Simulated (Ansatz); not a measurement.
# CH7NSi2: the cost of one run

Computed with Ansatz 0.2.0, Gaussian basis. Level: the settings change from run to run.

1 further run of the same task is left out (it didn't finish).

## (1) The molecule

The geometry comes from an earlier relaxation with PBE0-D4 in a triple-zeta def2 set; it is a stationary point, not always the lowest conformer.

11 atoms, charge 0, spin multiplicity 1.

Atoms are counted from 1 here; the program's logs count them from 0.

Bond lengths: C1–Si2 1.862 Å, C1–H5 1.093 Å, C1–H6 1.092 Å, C1–H7 1.093 Å, Si2–N3 1.753 Å, Si2–H8 1.491 Å, Si2–H11 1.485 Å, N3–Si4 1.717 Å, N3–H9 1.011 Å, Si4–H10 1.539 Å. Angles: Si2–C1–H5 110.6°, Si2–C1–H6 111.0°, Si2–C1–H7 110.4°, H5–C1–H6 108.3°, H5–C1–H7 108.1°, H6–C1–H7 108.4°, C1–Si2–N3 111.7°, C1–Si2–H8 110.2°, C1–Si2–H11 110.1°, N3–Si2–H8 106.9°, N3–Si2–H11 109.1°, H8–Si2–H11 108.8°, Si2–N3–Si4 127.4°, Si2–N3–H9 116.3°, Si4–N3–H9 116.3°, N3–Si4–H10 93.9°.

As a file:

```xyz
11

C    -1.0041    1.0635   -0.3732
Si   -0.4834   -0.6644    0.0842
N     1.0674   -0.6782    0.9003
Si    2.6027   -0.3051    0.2288
H    -1.9684    1.0503   -0.8883
H    -1.0988    1.6917    0.5155
H    -0.2690    1.5187   -1.0411
H    -1.4729   -1.2685    1.0215
H     1.0561   -0.9362    1.8781
H     2.0354   -0.0173   -1.1722
H    -0.3997   -1.5116   -1.1330
```

## (2) B3LYP5/aug-cc-pVTZ

Input file in.yaml:

```yaml
crystal:
  periodic: [false, false, false]
  atoms:
    - {symbol: C, position_ang: [-1.004140, 1.063481, -0.373238]}
    - {symbol: Si, position_ang: [-0.483441, -0.664394, 0.084157]}
    - {symbol: N, position_ang: [1.067409, -0.678191, 0.900348]}
    - {symbol: Si, position_ang: [2.602670, -0.305072, 0.228770]}
    - {symbol: H, position_ang: [-1.968366, 1.050298, -0.888294]}
    - {symbol: H, position_ang: [-1.098775, 1.691655, 0.515548]}
    - {symbol: H, position_ang: [-0.269014, 1.518722, -1.041134]}
    - {symbol: H, position_ang: [-1.472868, -1.268479, 1.021524]}
    - {symbol: H, position_ang: [1.056105, -0.936163, 1.878069]}
    - {symbol: H, position_ang: [2.035437, -0.017288, -1.172154]}
    - {symbol: H, position_ang: [-0.399716, -1.511570, -1.132995]}
basis:
  gaussian: {orbitals: aug-cc-pVTZ}
hamiltonian: {xc: {name: B3LYP5}}
output: {forces: true}
```

The run is started by

```sh
> ansatz run in.yaml --threads 2 --pin off --events-out ev --progress --plain --max-ram 4352MiB
```

Q: Estimate wall time and peak memory on 2 threads of Arm Neoverse V1, shared host.

About 18 s, with a peak of 1.4 GiB.
